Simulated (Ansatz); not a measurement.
# C3H9GaS3: a ladder of functionals and wavefunction methods

Aim: compute C3H9GaS3 with functionals from several rungs and with coupled cluster. The yardstick is the atomisation energy at the CCSD(T) limit.

The runs use Ansatz 0.2.0, Gaussian basis; functionals in def2-TZVPP, the program's frozen cores in correlated methods.

Plan: LDA (SPW92), PBE-D4, revPBE-D4, BLYP-D4, r2SCAN-D4, B97M-V, PBE0-D4, B3LYP-D4, r2SCANh-D4, r2SCAN0-D4, HSE06-D4, BHLYP-D4, CAM-B3LYP-D4, LC-ωPBE, ωB97X-V, ωB97M-V, B2PLYP, PBE-QIDH; CCSD(T)/def2-SVP; CCSD(T)/def2-TZVPP; MP2/def2-QZVPP; extrapolation to the limit; RPA on PBE.

## Step 1: Structure used throughout

An earlier PBE0-D4 in a triple-zeta def2 set relaxation fixed the geometry.

SMILES `C[S][Ga]([S]C)[S]C`, 16 atoms, charge 0, spin multiplicity 1.

Atoms are counted from 1 here; the program's logs count them from 0.

Bond lengths: C1–S2 1.820 Å, C1–H8 1.089 Å, C1–H9 1.090 Å, C1–H10 1.089 Å, S2–Ga3 2.191 Å, Ga3–S4 2.191 Å, Ga3–S6 2.191 Å, S4–C5 1.820 Å, C5–H11 1.089 Å, C5–H12 1.089 Å, C5–H13 1.090 Å, S6–C7 1.820 Å, C7–H14 1.090 Å, C7–H15 1.089 Å, C7–H16 1.089 Å. Angles: S2–C1–H8 111.3°, S2–C1–H9 106.5°, S2–C1–H10 111.3°, H8–C1–H9 108.9°, H8–C1–H10 109.8°, H9–C1–H10 108.9°, C1–S2–Ga3 100.6°, S2–Ga3–S4 120.0°, S2–Ga3–S6 120.0°, S4–Ga3–S6 120.0°, Ga3–S4–C5 100.7°, S4–C5–H11 111.2°, S4–C5–H12 111.3°, S4–C5–H13 106.5°, H11–C5–H12 109.8°, H11–C5–H13 108.9°, H12–C5–H13 109.0°, Ga3–S6–C7 100.6° and more.

## Step 2: LDA

This LDA is Slater exchange with PW92 correlation.

Input file in.yaml:

```yaml
crystal:
  periodic: [false, false, false]
  atoms:
    - {symbol: C, position_ang: [1.816153, -0.219448, 2.497251]}
    - {symbol: S, position_ang: [1.978171, -0.601336, 0.724812]}
    - {symbol: Ga, position_ang: [0.000070, 0.001940, 0.000296]}
    - {symbol: S, position_ang: [-0.495023, -0.199625, -2.124847]}
    - {symbol: C, position_ang: [1.058456, -0.897382, -2.767655]}
    - {symbol: S, position_ang: [-1.481608, 0.806185, 1.400128]}
    - {symbol: C, position_ang: [-2.874739, 1.116034, 0.270297]}
    - {symbol: H, position_ang: [1.019712, -0.803510, 2.955722]}
    - {symbol: H, position_ang: [2.764714, -0.489412, 2.960715]}
    - {symbol: H, position_ang: [1.634003, 0.842092, 2.657260]}
    - {symbol: H, position_ang: [1.278503, -1.859903, -2.308478]}
    - {symbol: H, position_ang: [1.892353, -0.214880, -2.610997]}
    - {symbol: H, position_ang: [0.914715, -1.040810, -3.838285]}
    - {symbol: H, position_ang: [-3.681589, 1.525389, 0.877627]}
    - {symbol: H, position_ang: [-2.607149, 1.840838, -0.496985]}
    - {symbol: H, position_ang: [-3.216731, 0.193827, -0.196852]}
basis:
  gaussian: {orbitals: def2-TZVPP}
hamiltonian: {xc: lda}
output: {orbitals: {seedname: orbitals}}
```

Launch:

```sh
$ ansatz run in.yaml --threads 2 --pin off --events-out ev --progress --plain --max-ram 32768MiB --backend cuda --devices 0, --max-vram 18GiB
```

After this run come: PBE-D4 (GGA); revPBE-D4 (GGA); BLYP-D4 (GGA); r2SCAN-D4 (meta-GGA); B97M-V (meta-GGA); B3LYP-D4 (hybrid); r2SCANh-D4 (hybrid); r2SCAN0-D4 (hybrid); HSE06-D4 (hybrid); BHLYP-D4 (hybrid); CAM-B3LYP-D4 (range-separated); LC-ωPBE (range-separated); ωB97X-V (range-separated); ωB97M-V (range-separated); B2PLYP (double hybrid); PBE-QIDH (double hybrid); CCSD(T) in def2-SVP; CCSD(T) in def2-TZVPP; MP2 in def2-QZVPP; RPA on PBE orbitals.

Q: Predict the results of all the runs planned. Wanted: atomisation energy, CCSD(T)/CBS; farthest beyond LDA; mean size of error, GGA; mean size of error, meta-GGA; mean size of error, hybrid; mean size of error, range-separated; mean size of error, double hybrid; gap, smallest and largest; T1 diagnostic.

The runs gave:

```
                               quantity                                                                                                                        value
        atomisation energy, CCSD(T)/CBS                                                                                                                5654.1 kJ/mol
 functionals within 56.5 kJ/mol (1.0 %)  revPBE-D4, r2SCAN-D4, B97M-V, PBE0-D4, B3LYP-D4, r2SCANh-D4, r2SCAN0-D4, HSE06-D4, CAM-B3LYP-D4, ωB97X-V, ωB97M-V, PBE-QIDH
                    farthest beyond LDA                                                                                                     BHLYP-D4 (-157.7 kJ/mol)
                mean size of error, GGA                                                                                                                  62.6 kJ/mol
           mean size of error, meta-GGA                                                                                                                  27.3 kJ/mol
             mean size of error, hybrid                                                                                                                  47.5 kJ/mol
    mean size of error, range-separated                                                                                                                  28.0 kJ/mol
      mean size of error, double hybrid                                                                                                                  56.7 kJ/mol
              gap, smallest and largest                                                                                    4.25 eV (LDA (SPW92)), 10.95 eV (LC-ωPBE)
                          T1 diagnostic                                                                                                                       0.0121
triples share of the correlation energy                                                                                                                        4.4 %
```

LDA overbinds by 786.8 kJ/mol (14 %). PBE-D4 misses by +93.9 kJ/mol. Double hybrids carry the basis error of their MP2 part in triple zeta, and no dispersion term here, so their miss is partly the set-up's. The rungs meta-GGA, range-separated, hybrid miss on average by less than the doubt on the reference (56.5 kJ/mol), so they tie. The reference freezes the cores and leaves out relativity and excitations past (T), and its outer-core shells are covered unevenly, so misses under about 56.5 kJ/mol can't be ranked. Hartree-Fock recovers 73 % of the binding; the rest is correlation. CCSD(T) in def2-SVP is off by -342.1 kJ/mol, worse than the median functional, from the basis alone. Orbital gaps span 4.3 to 11.0 eV; exact exchange widens them. Correlated methods include outer-core shells of Ga, which these sets cover unevenly.
